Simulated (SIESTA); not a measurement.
Bi4Te3 (Pilsenite):

```xyz
7
Lattice="2.2255 1.2849 13.9627 -2.2255 1.2849 13.9627 0.0000 -2.5698 13.9627" Properties=species:S:1:pos:R:3 pbc="T T T"
Bi    0.0000    0.0000   35.7724
Bi    0.0000    0.0000    6.1156
Bi    0.0000    0.0000   11.8473
Bi    0.0000    0.0000   30.0407
Te    0.0000    0.0000   24.0423
Te    0.0000    0.0000   17.8457
Te    0.0000    0.0000    0.0000
```

| Quantity | Value |
| --- | --- |
| Program | SIESTA 5.4.2 |
| Task | single point |
| Functional | PBE |
| Potentials or basis | PseudoDojo 0.4 standard (PBE files) |
| Basis | DZP (energy shift 0.003 Ry; two zetas on semicore shells) |
| Grid cutoff | 500 Ry |
| Energy shift | 0.003 Ry |
| k mesh | 7 × 7 × 7 |
| Occupations | fermi-dirac, width 0.05 eV |
| Spin | no spin polarisation |

On this cell: pressure 1.7 GPa; largest force 0.354 eV/Å; band gap on the k mesh 0.21 eV, indirect (least direct gap 0.30 eV).

The same run follows on a disturbed copy (atoms moved at random, drawn with an rms of 0.05 Å):

```
Bi Te
1.0
     2.22550    1.28489   13.96267
    -2.22550    1.28489   13.96267
     0.00000   -2.56979   13.96267
Bi Te
4 3
Direct
  0.86351 0.84595 0.85215
  0.14669 0.14600 0.14314
  0.27412 0.29048 0.28369
  0.71940 0.72333 0.70872
  0.58049 0.56709 0.57337
  0.42990 0.42701 0.42136
  0.00035 0.00203 0.99742
```

Task: What does the disturbed cell give?

Result: The energy moves by +3.4 meV/atom; pressure 1.6 GPa; largest force 0.468 eV/Å; band gap on the k mesh 0.20 eV, indirect (least direct gap 0.30 eV).

Forces in eV/Å, atoms in the order of the input:
```
Bi  -0.158  0.004 -0.397
Bi   0.157 -0.002  0.441
Bi   0.172  0.036  0.338
Bi   0.002 -0.049 -0.363
Te  -0.176 -0.010  0.284
Te  -0.019  0.020 -0.299
Te   0.024  0.001 -0.003
```

Stress tensor (GPa, compression positive):
```
1.87 0.00 0.00
0.00 1.83 0.04
0.00 0.04 1.00
```

Caveats: spin-orbit coupling is left out, which as a rule narrows the gap of such compounds by several tenths of an eV; an odd mesh through Γ misses points on the zone boundary, where band edges often lie; the basis of atomic orbitals isn't converged, which shifts pressures, moduli and gaps.
